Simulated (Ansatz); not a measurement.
# SnSe2: a single-point run

The task is a single-point run on SnSe2. The structure is shown as the input types it. The cell is built on a prototype (CdCl2 type) and needn't be the phase found in nature.

Program: Ansatz 0.2.0. Level of theory: density functional or hybrid calculation with the settings of its input, plane waves (as first typed). These are calculated values, not measurements.

4 further runs of the same task are left out: 4 that didn't finish.

## (1) The starting structure

It takes space group R-3m (No. 166, trigonal). The conventional cell has a = 3.825 Å, b = 3.825 Å, c = 19.005 Å, α = 90.00°, β = 90.00°, γ = 120.00°. Sn (site symmetry -3m) is surrounded by 6 Se at 2.71 Å. Se (site symmetry 3m) has 3 Sn at 2.71 Å as nearest neighbours.

Coordinates:

```cif
data_structure
_symmetry_space_group_name_H-M 'P 1'
_symmetry_Int_Tables_number 1
_cell_length_a 6.7089
_cell_length_b 6.7089
_cell_length_c 6.7089
_cell_angle_alpha 33.122
_cell_angle_beta 33.122
_cell_angle_gamma 33.122
_cell_volume 80.25
loop_
_atom_site_label
_atom_site_type_symbol
_atom_site_fract_x
_atom_site_fract_y
_atom_site_fract_z
_atom_site_occupancy
Sn1 Sn 0.00000 0.00000 0.00000 1
Se1 Se 0.25056 0.25056 0.25056 1
Se2 Se 0.74944 0.74944 0.74944 1
```

## (2) The run

Input file input.yaml:

```yaml
crystal:
  lattice:
    - [1.912291609, 1.1040620752, 6.3350940106]
    - [-1.912291609, 1.1040620752, 6.3350940106]
    - [0.0, -2.2081241505, 6.3350940106]
  atoms:
    - { symbol: Sn, position: [0.0, 0.0, 0.0] }
    - { symbol: Se, position: [0.2505568934, 0.2505568934, 0.2505568934] }
    - { symbol: Se, position: [0.7494431066, 0.7494431066, 0.7494431066] }
kpoints:
  mp_grid: { grid: [6, 6, 6] }
hamiltonian:
  xc: r2scan
scf:
  occupations: { method: fixed }
  n_extra_bands: 4
  convergence: { dr2_threshold: 1.0 }
  max_iter: 71
output:
  forces: true
  stress: true
  eigenvalues: true
```

The run is started by

```
> ansatz run input.yaml --threads 4 --pin off --max-ram 3686MiB --backend cpu --events-out ev --progress --plain --runs-dir out
```

Q: Will this input give a usable result? If not, why, and what should change?

This run ends as converged, with warnings (force scf threshold loose, stress scf threshold loose, unresolved pair at count). Its log warns: «scf.convergence.dr2_threshold = 1e0 eV is looser than this run's default, which is 1e-7 eV or tighter. The error in the forces grows as the threshold's square root ...»

The threshold asked is loose, but the program put off the close and ended at dr2 = 7.9e-8, so little accuracy was lost here.

Run again and compare: delete scf.convergence.dr2_threshold (the default then holds).
